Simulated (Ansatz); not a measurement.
**CH₂BClSi (SMILES [SiH]#CBCl): single points off equilibrium**

One table from this session's results is given with a row withheld; the runs are named, their logs left out.

Program: Ansatz 0.2.0, Gaussian basis. Level of theory: single points in def2-TZVPP. These are calculated values, not measurements.

Correlated methods freeze the cores.

**The system as given**

6 atoms, charge 0, spin multiplicity 1.

Atoms are counted from 1 here; the program's logs count them from 0.

Bond lengths: Si1–C2 1.696 Å, Si1–H5 1.440 Å, C2–B3 1.530 Å, B3–Cl4 1.728 Å, B3–H6 1.152 Å. Angles: C2–Si1–H5 169.7°, Si1–C2–B3 140.9°, C2–B3–Cl4 121.3°, C2–B3–H6 120.5°, Cl4–B3–H6 118.1°.

Geometry (Å):

```tsv
atom	x (Å)	y (Å)	z (Å)
Si1	-0.98050	1.12690	-0.92710
C2	0.17920	0.59900	0.19160
B3	0.78840	-0.68680	0.75370
Cl4	0.29300	-2.24050	0.18100
H5	-1.90790	1.81210	-1.78990
H6	1.58530	-0.64260	1.58470
```

Set-up of the first run:

Input file run/in.yaml:

```yaml
crystal:
  periodic: [false, false, false]
  atoms:
    - {symbol: Si, position_ang: [-0.980500, 1.126900, -0.927100]}
    - {symbol: C, position_ang: [0.179200, 0.599000, 0.191600]}
    - {symbol: B, position_ang: [0.788400, -0.686800, 0.753700]}
    - {symbol: Cl, position_ang: [0.293000, -2.240500, 0.181000]}
    - {symbol: H, position_ang: [-1.907900, 1.812100, -1.789900]}
    - {symbol: H, position_ang: [1.585300, -0.642600, 1.584700]}
basis:
  gaussian: {orbitals: def2-TZVPP}
correlation: {method: ccsd_t}
output: {forces: true}
```

No record of the launch command was kept for these runs.

Steps of the session up to this table: CCSD(T)/def2-TZVPP; PBE0-D4/def2-TZVPP; wB97M-V/def2-TZVPP; r2SCAN-D4/def2-TZVPP; PBE-D4/def2-TZVPP; BLYP-D4/def2-TZVPP; LC-wPBE/def2-TZVPP.

One of the session's tables, all rows but one given; the rest of the session is left out.

| method | RMS force component (eV/Å) | angle to CCSD(T) forces (°) | dipole (D) |
| --- | --- | --- | --- |
| CCSD(T) | 0.906 | reference | 3.48 |
| PBE0-D4 | 1.170 | 9.3 | 3.97 |
| wB97M-V | 1.262 | 12.2 | 4.14 |
| r2SCAN-D4 | 1.082 | 7.5 | 3.78 |
| PBE-D4 | 1.012 | 8.8 | 3.65 |
| BLYP-D4 | ? | ? | ? |
| LC-wPBE | 1.461 | 16.3 | 4.34 |

Q: Estimate the row for BLYP-D4 from the others.

The run gave: RMS force component (eV/Å): 0.989; angle to CCSD(T) forces (°): 9.0; dipole (D): 3.63. In the column «RMS force component (eV/Å)» it lies between CCSD(T) (0.906) and PBE-D4 (1.012).
